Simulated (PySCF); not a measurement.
**CoCl2: the energy surface near the minimum**

Aim: map the energy of quartet CoCl2 about its wB97X minimum, with rigid distortions.

Computed with PySCF 2.14.0. Level: wB97X, basis Co def2-TZVP, Cl def2-TZVP, no relativity, density fitting.

## (1) Starting geometry

3 atoms, charge 0, spin multiplicity 4.

Bond lengths: Co1–Cl2 2.082 Å, Co1–Cl3 2.082 Å. Angles: Cl2–Co1–Cl3 180.0°.

```xyz
3
charge 0 multiplicity 4
Co    0.0000    0.0000    0.0000
Cl    2.0818    0.0000    0.0000
Cl   -2.0818    0.0000    0.0000
```

## (2) Breathing scan

One driver script runs all scans and calls PySCF for each point, on a (75, 302) grid.

The run is started by

```bash
> OMP_NUM_THREADS=2 python axn.py task.json out
```

A rigid scan with wB97X: all bonds to the central atom are scaled together. Each point starts from its neighbour's orbitals, and energies count from the minimum.

| scale of all bonds to the centre | energy (kJ/mol) | ⟨S²⟩ |
| --- | --- | --- |
| 0.88 | 151.3 | 3.77 |
| 0.92 | 58.5 | 3.76 |
| 0.96 | 12.7 | 3.76 |
| 1.00 | 0.0 | 3.76 |
| 1.04 | 10.3 | 3.76 |
| 1.08 | 36.4 | 3.76 |
| 1.14 | 94.4 | 3.76 |
| 1.22 | 190.4 | 3.76 |
| 1.35 | 359.0 | 3.76 |

The scan needed 22 s of wall time on 2 threads of Intel Xeon Gold 6455B (Sapphire Rapids), shared host.

## (3) Stretching one bond

A rigid scan with wB97X: the bond from Co to the last atom (Cl) is scaled and the rest held.

| scale of one bond | energy (kJ/mol) | dipole size (D) | ⟨S²⟩ |
| --- | --- | --- | --- |
| 0.92 | 28.1 | 0.90 | 3.76 |
| 0.96 | 6.1 | 0.46 | 3.76 |
| 1.00 | 0.0 | 0.00 | 3.76 |
| 1.05 | 7.5 | 0.58 | 3.76 |
| 1.12 | 35.5 | 1.41 | 3.76 |
| 1.20 | 80.3 | 2.34 | 3.76 |
| 1.35 | 174.0 | 4.06 | 3.76 |
| 1.55 | 289.0 | 6.19 | 3.76 |
| 1.80 | 401.4 | 7.94 | 3.85 |
| 2.20 | 489.7 | 2.68 | 4.50 |

The scan took 27 s.

⟨S²⟩ grows along the scan: the determinant mixes in higher spin as the pair uncouples.

## (4) Bending curve

A rigid scan with wB97X: the Cl–Co–Cl angle changes, with bonds held.

| bond angle (°) | energy (kJ/mol) | dipole size (D) | ⟨S²⟩ |
| --- | --- | --- | --- |
| 80 | 206.0 | 5.58 | 3.76 |
| 90 | 140.1 | 5.15 | 3.76 |
| 100 | 99.5 | 4.61 | 3.76 |
| 110 | 71.2 | 4.02 | 3.76 |
| 120 | 50.0 | 3.43 | 3.76 |
| 130 | 33.7 | 2.83 | 3.76 |
| 140 | 20.9 | 2.25 | 3.76 |
| 150 | 11.5 | 1.67 | 3.76 |
| 160 | 5.0 | 1.11 | 3.76 |
| 170 | 1.3 | 0.55 | 3.76 |
| 180 | 0.1 | 0.00 | 3.76 |

The scan took 28 s.

## (5) Bend–stretch map

A rigid scan with wB97X: rows scale both bonds, columns set the Cl–Co–Cl angle.

Energy (kJ/mol):

| scale \ angle | 90 | 105 | 120 | 135 | 150 | 165 | 180 |
| --- | --- | --- | --- | --- | --- | --- | --- |
| 0.94 | 199.4 | 129.7 | 88.5 | 61.1 | 43.4 | 33.7 | 30.8 |
| 0.97 | 160.4 | 98.2 | 60.7 | 35.5 | 19.1 | 9.8 | 7.0 |
| 1.00 | 140.1 | 84.2 | 50.0 | 26.8 | 11.5 | 2.8 | 0.1 |
| 1.03 | 134.3 | 83.9 | 52.4 | 30.9 | 16.7 | 8.6 | 6.0 |
| 1.06 | 139.9 | 93.9 | 64.8 | 44.9 | 31.6 | 24.2 | 21.8 |
| 1.10 | 160.3 | 119.4 | 92.8 | 74.7 | 62.6 | 56.0 | 53.8 |

The map took 1.9 min.

Best bond scale on the grid: 1.03 at 90°, 1.03 at 105°, 1.00 at 120°, 1.00 at 135°, 1.00 at 150°, 1.00 at 165°, 1.00 at 180°.

## (6) Map over both bonds

A rigid scan with wB97X: rows scale the first bond (Co–Cl), columns the second (Co–Cl).

Energy (kJ/mol):

| scale \ scale | 0.94 | 0.97 | 1.00 | 1.04 | 1.09 | 1.15 |
| --- | --- | --- | --- | --- | --- | --- |
| 0.94 | 30.8 | 18.7 | 14.8 | 19.1 | 35.2 | 64.2 |
| 0.97 | 18.7 | 7.0 | 3.4 | 8.1 | 24.5 | 53.8 |
| 1.00 | 14.8 | 3.4 | 0.1 | 5.1 | 21.8 | 51.3 |
| 1.04 | 19.1 | 8.1 | 5.1 | 10.4 | 27.4 | 57.3 |
| 1.09 | 35.2 | 24.5 | 21.8 | 27.4 | 44.9 | 75.1 |
| 1.15 | 64.2 | 53.8 | 51.3 | 57.3 | 75.1 | 105.6 |

The map needed 95 s of wall time on 2 threads of Intel Xeon Gold 6455B (Sapphire Rapids), shared host.

## (7) Summary of results

| quantity | value |
| --- | --- |
| all bonds 4 % longer | 10.3 kJ/mol |
| one bond 20 % longer | 80.3 kJ/mol |

**Reading.** The well is lopsided, 12.7 kJ/mol for 4 % shorter bonds against 10.3 for 4 % longer ones. Other spin states or occupations of the open shell can lie lower.
